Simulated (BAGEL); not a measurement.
# SiF3 (SMILES F[Si](F)F): levels of theory compared

Aim: a comparison of 5 runs (UHF/STO-3G, UHF/3-21G, ROHF/6-31G*, UHF/def2-SVP, UHF/6-31+G*) of SiF3. 

The results are computed with BAGEL 1.2.2.

## 1. The system as given

SiF3: 4 atoms, total charge 0, spin state doublet. As SMILES, `F[Si](F)F`. The shape is that of a GFN2-xTB optimisation.

Bond lengths: F1–Si2 1.590 Å, Si2–F3 1.590 Å, Si2–F4 1.590 Å. Angles: F1–Si2–F3 104.5°, F1–Si2–F4 104.3°, F3–Si2–F4 104.5°.

## 2. The energy at UHF/STO-3G (density fitting with qzvpp-jkfit) (run 1)

The input, calc.json:

```json
{ "bagel": [

{
  "title": "molecule",
  "basis": "sto-3g",
  "df_basis": "qzvpp-jkfit",
  "angstrom": "true",
  "geometry": [
    { "atom": "F", "xyz": [       0.787890,      -0.508980,       1.119030 ] },
    { "atom": "Si", "xyz": [      -0.325240,       0.244050,       0.268860 ] },
    { "atom": "F", "xyz": [      -0.962750,      -0.889100,      -0.646850 ] },
    { "atom": "F", "xyz": [       0.500100,       1.154030,      -0.741040 ] }
  ]
},

{
  "title": "uhf",
  "nopen": 1
},

{
  "title": "print",
  "file": "orbitals.molden",
  "orbitals": "true"
}

]}
```

The run is started by

```sh
BAGEL_NUM_THREADS=1 BAGEL calc.json > calc.out
```

Standard output:

```text
* using 1 threads per process

  ===============================================================
  ===============================================================

  *** Geometry ***

  { "atom" : "F", "xyz" : [      1.488896,     -0.961833,      2.114660 ] },
  { "atom" : "Si", "xyz" : [     -0.614615,      0.461188,      0.508072 ] },
  { "atom" : "F", "xyz" : [     -1.819334,     -1.680155,     -1.222369 ] },
  { "atom" : "F", "xyz" : [      0.945052,      2.180801,     -1.400363 ] },

  Number of auxiliary basis functions:      359

  Since a DF basis is specified, we compute 2- and 3-index integrals:
    o Being stored without compression. Storage requirement is 0.002 GB

  Number of basis functions:       24
  Number of electrons      :       41

    * METHOD: MOLECULE                             0.07

  *** Open-shell HF ***

  === Nuclear Repulsion ===
   176.9335429272

      * DIIS with orbital gradients will be used.

  === UHF iteration (sto-3g) ===
      0       -579.61183134          0.04129984           0.02
      1       -579.72386886          0.00758917           0.02
      2       -579.72846458          0.00178607           0.02
      3       -579.72902918          0.00071679           0.02
      4       -579.72914978          0.00007259           0.02
      5       -579.72915095          0.00001037           0.02
      6       -579.72915099          0.00000167           0.02
      7       -579.72915100          0.00000062           0.02
      8       -579.72915100          0.00000036           0.02
      9       -579.72915100          0.00000015           0.02
     10       -579.72915100          0.00000002           0.02
     11       -579.72915100          0.00000000           0.02
    * SCF iteration converged.

    * S^2 (UHF) is 0.7588

    * Permanent dipole moment:
           (    0.546392,    -0.408320,    -0.450645) a.u.

    * METHOD: UHF                                  0.26

    * METHOD: PRINT                                0.00

  ===============================================================
```

Run time: 0.5 s. Hardware: 1 thread of Arm Neoverse V2, shared host.

## 3. A single-point energy at UHF/3-21G (density fitting with qzvpp-jkfit) (run 2)

The input, calc.json:

```json
{ "bagel": [

{
  "title": "molecule",
  "basis": "3-21g",
  "df_basis": "qzvpp-jkfit",
  "geometry": [
    { "atom": "F", "xyz": [  1.48889632, -0.96183280,  2.11466023 ] },
    { "atom": "Si", "xyz": [ -0.61461452,  0.46118766,  0.50807177 ] },
    { "atom": "F", "xyz": [ -1.81933383, -1.68015550, -1.22236934 ] },
    { "atom": "F", "xyz": [  0.94505203,  2.18080064, -1.40036265 ] }
  ]
},
{ "title": "uhf", "nopen": 1 },
{ "title": "print", "file": "orbitals.molden", "orbitals": true }

]}
```

The run is started by

```sh
BAGEL_NUM_THREADS=1 BAGEL calc.json > calc.out
```

Standard output:

```text
* using 1 threads per process

  ===============================================================
  ===============================================================

  *** Geometry ***

  { "atom" : "F", "xyz" : [      1.488896,     -0.961833,      2.114660 ] },
  { "atom" : "Si", "xyz" : [     -0.614615,      0.461188,      0.508072 ] },
  { "atom" : "F", "xyz" : [     -1.819334,     -1.680155,     -1.222369 ] },
  { "atom" : "F", "xyz" : [      0.945052,      2.180801,     -1.400363 ] },

  Number of auxiliary basis functions:      359

  Since a DF basis is specified, we compute 2- and 3-index integrals:
    o Being stored without compression. Storage requirement is 0.005 GB

  Number of basis functions:       40
  Number of electrons      :       41

    * METHOD: MOLECULE                             0.07

  *** Open-shell HF ***

  === Nuclear Repulsion ===
   176.9335429210

      * DIIS with orbital gradients will be used.

  === UHF iteration (3-21g) ===
      0       -584.03423919          0.07632047           0.03
      1       -584.18657675          0.04392423           0.03
      2       -584.22523062          0.02367188           0.03
      3       -584.24043423          0.00077440           0.03
      4       -584.24060226          0.00011237           0.03
      5       -584.24060686          0.00002639           0.03
      6       -584.24060754          0.00000993           0.03
      7       -584.24060770          0.00000430           0.03
      8       -584.24060772          0.00000159           0.03
      9       -584.24060772          0.00000038           0.03
     10       -584.24060772          0.00000012           0.03
     11       -584.24060772          0.00000004           0.03
     12       -584.24060772          0.00000002           0.03
     13       -584.24060772          0.00000001           0.03
    * SCF iteration converged.

    * S^2 (UHF) is 0.7528

    * Permanent dipole moment:
           (    0.824067,    -0.616816,    -0.680287) a.u.

    * METHOD: UHF                                  0.47

    * METHOD: PRINT                                0.00

  ===============================================================
```

Run time: 0.73 s. Hardware: 1 thread of Arm Neoverse V2, shared host.

Run 3 isn't shown in full; the table further down has it.

## 4. A single-point energy at UHF/def2-SVP (density fitting with qzvpp-jkfit) (run 4)

The input, hf.json:

```json
{ "bagel": [

{
  "title": "molecule",
  "basis": "svp",
  "df_basis": "qzvpp-jkfit",
  "angstrom": "true",
  "geometry": [
    { "atom": "F", "xyz": [       0.787890,      -0.508980,       1.119030 ] },
    { "atom": "Si", "xyz": [      -0.325240,       0.244050,       0.268860 ] },
    { "atom": "F", "xyz": [      -0.962750,      -0.889100,      -0.646850 ] },
    { "atom": "F", "xyz": [       0.500100,       1.154030,      -0.741040 ] }
  ]
},

{
  "title": "uhf",
  "charge": 0,
  "nopen": 1
},

{
  "title": "print",
  "file": "orbitals.molden",
  "orbitals": "true"
}

]}
```

The run is started by

```sh
BAGEL_NUM_THREADS=1 BAGEL hf.json > hf.out
```

Standard output:

```text
* using 1 threads per process

  ===============================================================
  ===============================================================

  *** Geometry ***

  { "atom" : "F", "xyz" : [      1.488896,     -0.961833,      2.114660 ] },
  { "atom" : "Si", "xyz" : [     -0.614615,      0.461188,      0.508072 ] },
  { "atom" : "F", "xyz" : [     -1.819334,     -1.680155,     -1.222369 ] },
  { "atom" : "F", "xyz" : [      0.945052,      2.180801,     -1.400363 ] },

  Number of auxiliary basis functions:      359

  Since a DF basis is specified, we compute 2- and 3-index integrals:
    o Being stored without compression. Storage requirement is 0.010 GB

  Number of basis functions:       60
  Number of electrons      :       41

    * METHOD: MOLECULE                             0.08

  *** Open-shell HF ***

  === Nuclear Repulsion ===
   176.9335429272

      * DIIS with orbital gradients will be used.

  === UHF iteration (svp) ===
      0       -586.75571949          0.06100533           0.05
      1       -586.93978531          0.04006173           0.05
      2       -587.00796492          0.02404858           0.05
      3       -587.04698466          0.00077032           0.05
      4       -587.04728066          0.00017689           0.05
      5       -587.04729845          0.00004818           0.05
      6       -587.04730114          0.00001298           0.05
      7       -587.04730154          0.00000463           0.05
      8       -587.04730160          0.00000188           0.05
      9       -587.04730161          0.00000079           0.05
     10       -587.04730161          0.00000013           0.05
     11       -587.04730161          0.00000007           0.05
     12       -587.04730161          0.00000002           0.05
     13       -587.04730161          0.00000001           0.05
     14       -587.04730161          0.00000000           0.05
    * SCF iteration converged.

    * S^2 (UHF) is 0.7520

    * Permanent dipole moment:
           (    0.657389,    -0.491511,    -0.542404) a.u.

    * METHOD: UHF                                  0.82

    * METHOD: PRINT                                0.01

  ===============================================================
```

Run time: 1.1 s. Hardware: 1 thread of Arm Neoverse V2, shared host.

## 5. A single-point energy at UHF/6-31+G(d) (density fitting with qzvpp-jkfit, spherical functions) (run 5)

Changes to calc.json since step 3:

```diff
@@ -4,3 +4,3 @@
   "title": "molecule",
-  "basis": "3-21g",
+  "basis": "6-31+gs.json",
   "df_basis": "qzvpp-jkfit",
@@ -13,4 +13,11 @@
 },
-{ "title": "uhf", "nopen": 1 },
-{ "title": "print", "file": "orbitals.molden", "orbitals": true }
+{
+  "title": "uhf",
+  "nopen": 1
+},
+{
+  "title": "print",
+  "file": "orbitals.molden",
+  "orbitals": true
+}
```

The basis set 6-31+G* is read from a file made from the Basis Set Exchange's data (not shown).

The run is started by

```sh
BAGEL_NUM_THREADS=1 BAGEL calc.json > calc.out
```

Standard output:

```text
* using 1 threads per process

  ===============================================================
  ===============================================================

  *** Geometry ***

  { "atom" : "F", "xyz" : [      1.488896,     -0.961833,      2.114660 ] },
  { "atom" : "Si", "xyz" : [     -0.614615,      0.461188,      0.508072 ] },
  { "atom" : "F", "xyz" : [     -1.819334,     -1.680155,     -1.222369 ] },
  { "atom" : "F", "xyz" : [      0.945052,      2.180801,     -1.400363 ] },

  Number of auxiliary basis functions:      359

  Since a DF basis is specified, we compute 2- and 3-index integrals:
    o Being stored without compression. Storage requirement is 0.017 GB

  Number of basis functions:       76
  Number of electrons      :       41

    * METHOD: MOLECULE                             0.10

  *** Open-shell HF ***

  === Nuclear Repulsion ===
   176.9335429210

      * DIIS with orbital gradients will be used.

  === UHF iteration (6-31+gs.json) ===
      0       -586.88694654          0.07268486           0.07
      1       -587.17363990          0.05567660           0.07
      2       -587.30693262          0.03341366           0.07
      3       -587.39229737          0.00140124           0.07
      4       -587.39303598          0.00026525           0.07
      5       -587.39308204          0.00007283           0.07
      6       -587.39308874          0.00002143           0.07
      7       -587.39308985          0.00000878           0.07
      8       -587.39309005          0.00000338           0.07
      9       -587.39309007          0.00000150           0.07
     10       -587.39309007          0.00000036           0.07
     11       -587.39309007          0.00000012           0.07
     12       -587.39309007          0.00000004           0.07
     13       -587.39309007          0.00000002           0.07
     14       -587.39309007          0.00000001           0.07
    * SCF iteration converged.

    * S^2 (UHF) is 0.7519

    * Permanent dipole moment:
           (    0.627539,    -0.469017,    -0.517682) a.u.

    * METHOD: UHF                                  1.09

    * METHOD: PRINT                                0.01

  ===============================================================
```

Wall time 1.4 s (1 thread of Arm Neoverse V2, shared host).

## 6. The series

| run | level | integral approximation | SCF convergence threshold | energy (Eh) | dipole moment (D) | ⟨S²⟩ | wall time |
| --- | --- | --- | --- | --- | --- | --- | --- |
| 1 | UHF/STO-3G (density fitting with qzvpp-jkfit) | qzvpp-jkfit | – | -579.729151 | 2.08 | 0.759 | 0.5 s |
| 2 | UHF/3-21G (density fitting with qzvpp-jkfit) | qzvpp-jkfit | – | -584.240608 | 3.14 | 0.753 | 0.73 s |
| 3 | ROHF/6-31G* (density fitting with tzvpp-jkfit, spherical functions) | tzvpp-jkfit | 1e-07 | -587.371823 | 2.46 | 0.750 | 1 s |
| 4 | UHF/def2-SVP (density fitting with qzvpp-jkfit) | qzvpp-jkfit | – | -587.047302 | 2.50 | 0.752 | 1.1 s |
| 5 | UHF/6-31+G* (density fitting with qzvpp-jkfit, spherical functions) | qzvpp-jkfit | – | -587.393090 | 2.39 | 0.752 | 1.4 s |

## 7. Summary of results

| quantity | value |
| --- | --- |
| run 5: total energy | -587.39309 Eh |
| run 5: dipole moment | 2.39 D |
| run 5: ⟨S²⟩ | 0.752 |

**Reading.** The dipole moment (its size) runs from 2.08 D (UHF/STO-3G) to 3.14 D (UHF/3-21G). In run 1 the basis is minimal, so the values are rough. All runs together took 4.7 s, the longest 1.4 s.
